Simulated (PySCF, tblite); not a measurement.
# C₃H₆OS₂Si: geometry, infrared bands and NMR shifts

Aim: predict the infrared bands and NMR shifts of C₃H₆OS₂Si (`O=C[C@@H]1CS[SiH2]S1`).

Computed with tblite 0.8.0 and PySCF 2.14.0, with density-fitted response routines of our own, on a single molecule in the gas phase. Atoms are numbered from 0 throughout.

**1. The starting structure**

13 atoms, charge 0, multiplicity 1; geometry from: force field or distance geometry start.

Bonds of the start (Å): O0–C1 1.22, C1–C2 1.48, C2–C3 1.48, C3–S4 1.85, S4–Si5 2.17, Si5–S6 2.17, S6–C2 1.81, C1–H7 1.07, C2–H8 1.13, C3–H9 1.12, C3–H10 1.10, Si5–H11 1.46, Si5–H12 1.47.

**2. Geometry optimisation with GFN2-xTB**

Job settings and geometry (Å):

```
{"job": {"kind": "relax", "xc": "GFN2-xTB", "basis": "xTB"}, "charge": 0, "multiplicity": 1}
O     -1.500600     0.851600     1.462300
C     -1.407900     1.098900     0.273900
C     -0.857300     0.035700    -0.595700
C     -0.523400    -1.210700     0.128200
S      0.766400    -0.784400     1.378700
Si     2.090100     0.254800     0.006900
S      0.596800     0.583100    -1.531100
H     -1.671600     2.040300    -0.158000
H     -1.634900    -0.211600    -1.377300
H     -1.400500    -1.523700     0.746200
H     -0.170600    -2.050200    -0.484100
H      3.163300    -0.604700    -0.474200
H      2.545800     1.521600     0.606500
```

Run with:

```sh
$ OMP_NUM_THREADS=1 python probes_run.py task.json out
```

This one command runs all jobs of the session in turn.

**Question.** This job is followed by: GFN2-xTB harmonic vibrations, gas phase; GIAO PBE0/pcSseg-1 NMR shielding, non-relativistic, gas phase. Predict these results of the whole session: strongest single infrared mode (GFN2-xTB); zero-point energy (GFN2-xTB); 13C shifts against TMS (PBE0/pcSseg-1); 1H shifts against TMS (PBE0/pcSseg-1); 17O shifts against H2O (PBE0/pcSseg-1); 33S shifts against CS2 (PBE0/pcSseg-1); 29Si shifts against TMS (PBE0/pcSseg-1).

**Answer**, as computed:

| quantity | value |
| --- | --- |
| strongest single infrared mode (GFN2-xTB) | 644 cm⁻¹, 295 km/mol |
| zero-point energy (GFN2-xTB) | 52.0 kcal/mol |
| 13C shifts against TMS (PBE0/pcSseg-1) | 195.0, 62.5, 38.1 ppm |
| 1H shifts against TMS (PBE0/pcSseg-1) | 9.29, 5.47, 5.22, 3.77, 3.60, 2.92 ppm |
| 17O shifts against H2O (PBE0/pcSseg-1) | 664.4 ppm |
| 33S shifts against CS2 (PBE0/pcSseg-1) | -120, -147 ppm |
| 29Si shifts against TMS (PBE0/pcSseg-1) | -2.9 ppm |

In words: Relaxing lowered the energy by 0.333 eV in 76 steps; the close pair that moved most is C1–H7, from 1.069 to 1.106 Å. All 33 modes are real, so the xTB geometry is a minimum. The strongest single mode, at 644 cm⁻¹, moves mainly H12 and H11. Unscaled tight-binding wavenumbers are off by several per cent, some by more. Its intensities can rank the bands wrongly. The most deshielded carbon is C1 (aldehyde carbonyl carbon), at 195.0 ppm: low-lying n→π* states of the double bond to the heteroatom give a large paramagnetic term (-256 ppm). The most deshielded hydrogen is H7 (hydrogen on an aldehyde carbonyl carbon), at 9.29 ppm: the formyl region, downfield of aromatic protons. At PBE0/pcSseg-1: The largest span, 1280 ppm, is at O0, where the paramagnetic term is -728 ppm.
